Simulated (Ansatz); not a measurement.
# RbZn (NaTl type): a single-point run

Aim: a sound single-point run of RbZn (NaTl type). The structure is shown as the input types it.

Method: DFT, PBEsol, all-electron PAW with datasets made for the crystal, scalar-relativistic, in Ansatz 0.2.0.

**1. The system as given**

It takes space group Fd-3m (No. 227, cubic). Conventional cell: a = 8.152 Å, b = 8.152 Å, c = 8.152 Å, α = 90.00°, β = 90.00°, γ = 90.00°. Rb (site symmetry -43m) has 4 Rb at 3.53 Å and 4 Zn at 3.53 Å as nearest neighbours. Around Zn (site symmetry -43m) lie 4 Zn at 3.53 Å and 4 Rb at 3.53 Å.

Coordinates:

```cif
data_structure
_symmetry_space_group_name_H-M 'Fd-3m:1'
_symmetry_Int_Tables_number 227
_cell_length_a 8.1515
_cell_length_b 8.1515
_cell_length_c 8.1515
_cell_angle_alpha 90.000
_cell_angle_beta 90.000
_cell_angle_gamma 90.000
_cell_volume 541.65
loop_
_atom_site_label
_atom_site_type_symbol
_atom_site_symmetry_multiplicity
_atom_site_Wyckoff_symbol
_atom_site_fract_x
_atom_site_fract_y
_atom_site_fract_z
_atom_site_occupancy
Rb1 Rb 8 b 0.75000 0.75000 0.75000 1
Zn1 Zn 8 a 0.00000 0.00000 0.00000 1
```

**2. Running it**

input.yaml reads:

```yaml
crystal:
  lattice:
    - [0.0, 4.075760548, 4.075760548]
    - [4.075760548, 0.0, 4.075760548]
    - [4.075760548, 4.075760548, 0.0]
  atoms:
    - { symbol: Rb, position: [0.125, 0.125, 0.125] }
    - { symbol: Rb, position: [-0.125, -0.125, -0.125] }
    - { symbol: Zn, position: [0.375, 0.375, 0.375] }
    - { symbol: Zn, position: [-0.375, -0.375, -0.375] }
kpoints:
  mp_grid: { grid: [7, 7, 7] }
scf:
  occupations: { method: fermi_dirac, width: 0.05 }
  max_iter: 80
hamiltonian:
  xc: pbesol
  pseudopotentials: { kind: all_electron, datasets: crystal }
output:
  forces: true
  stress: true
  eigenvalues: true
  efg: { contact_densities: true }
magnetization:
  spin_polarized: true
  initial_magnetization: 40
```

Run with:

```bash
> ansatz run input.yaml --threads 1 --pin off --max-ram 3072MiB --backend cpu --events-out ev --progress --plain --runs-dir out
```

Q: Will this input give a usable result? If not, why, and what should change?

The run converged and reported no error, with warnings (crystal datasets made, gradients without spin orbit, seeded moment not kept). Its log warns: «the starting moments were not kept: the SCF closed with an absolute magnetisation of 2.5e-4 μB, where they sum to 40 μB in size (4 sites) ...»

In the input, magnetization.spin_polarized is true; magnetization.initial_magnetization is 40. What could go wrong: unrealistic starting moment. The run ends with a total moment of 0.00 μB. It still converged here, which does not make the setting sound.

The test: delete magnetization.spin_polarized and magnetization.initial_magnetization (the default then holds).
